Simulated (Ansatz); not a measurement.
The system is SiNi2.

```
CELL_PARAMETERS angstrom
4.99000 0.00000 0.00000
0.00000 3.72000 0.00000
0.00000 0.00000 7.03000
ATOMIC_POSITIONS crystal
Ni 0.32500 0.75000 0.93700
Ni 0.67500 0.25000 0.06300
Ni 0.17500 0.25000 0.43700
Ni 0.82500 0.75000 0.56300
Ni 0.45800 0.75000 0.29700
Ni 0.54200 0.25000 0.70300
Ni 0.04200 0.25000 0.79700
Ni 0.95800 0.75000 0.20300
Si 0.78600 0.75000 0.88600
Si 0.21400 0.25000 0.11400
Si 0.71400 0.25000 0.38600
Si 0.28600 0.75000 0.61400
```

```yaml
Program: Ansatz 0.2.0
Task: relaxation of cell and atoms
Functional: PBE
Dispersion: D3(BJ)
Potentials_or_basis: Ansatz PAW
Cutoff: "420 eV (not typed: the program's choice for these potentials)"
k_mesh: 6 × 7 × 4
Occupations: fermi-dirac, width 0.05 eV
Spin: collinear spin, ferromagnetic start
Starting_moments: "[1.0, 1.0, 1.0, 1.0, 1.0, 1.0, 1.0, 1.0, 0.0, 0.0, 0.0, 0.0] μB"
```

At the start: volume 10.87 Å³/atom.

Task: How do energy, volume and symmetry change on relaxing?

Result: It ends after 6 steps and the volume is 10.63 Å³/atom (-2.3 %); space group Pnma (No. 62, to 0.05 Å); moment 0.00 μB per cell.

Step by step:
```csv
step,energy change (eV),largest force (eV/Å),volume (Å³)
1,0.0000,0.3693,130.50
2,-0.0494,0.2164,129.01
3,-0.0707,0.0474,127.47
4,-0.0729,0.0251,127.55
5,-0.0733,0.0039,127.52
6,-0.0722,0.0039,127.52
```

Final structure:
```
CELL_PARAMETERS angstrom
4.91282 0.00000 0.00000
0.00000 3.70420 0.00000
0.00000 0.00000 7.00729
ATOMIC_POSITIONS crystal
Ni 0.32864 0.75000 0.93956
Ni 0.67136 0.25000 0.06044
Ni 0.17136 0.25000 0.43956
Ni 0.82864 0.75000 0.56044
Ni 0.45727 0.75000 0.29240
Ni 0.54273 0.25000 0.70760
Ni 0.04273 0.25000 0.79240
Ni 0.95727 0.75000 0.20760
Si 0.79253 0.75000 0.88689
Si 0.20747 0.25000 0.11311
Si 0.70747 0.25000 0.38689
Si 0.29253 0.75000 0.61311
```

Caveat: the plane-wave basis is chosen anew once the cell has moved, so the energies of steps on either side of that aren't comparable; pairwise dispersion overbinds metals, which lowers pressure and volume; the starting moments weren't kept.
